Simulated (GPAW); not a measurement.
The system is Ta4O.

```
Ta O
1.0
     3.25750    0.00000    0.00000
     0.00000    3.25750    0.00000
     0.00000    0.00000    7.40934
Ta O
4 1
Direct
  0.00000 0.00000 0.00000
  0.50000 0.50000 0.21684
  0.50000 0.50000 0.78316
  0.00000 0.00000 0.50000
  0.50000 0.50000 0.50000
```

The cell comes from a database or a generator and needn't be the stable form of this composition.

Base run:

* Program: GPAW 26.7.0
* Functional: r2SCAN
* Potentials or basis: GPAW PAW data sets (gpaw-data 1.2.1)
* Cutoff: 800 eV
* Basis: pw
* k mesh: 6 × 6 × 3
* Occupations: fermi-dirac, width 0.05 eV
* Spin: no spin polarisation

Its results: pressure -3.6 GPa; largest force 0.323 eV/Å.

The run is repeated on the same cell with these changes: functional from r2SCAN to PBE. What comes out?

Pressure -0.6 GPa; largest force 0.089 eV/Å.

Caveats: the PAW data sets were made with another functional, which shifts forces and pressure a little (some runs).
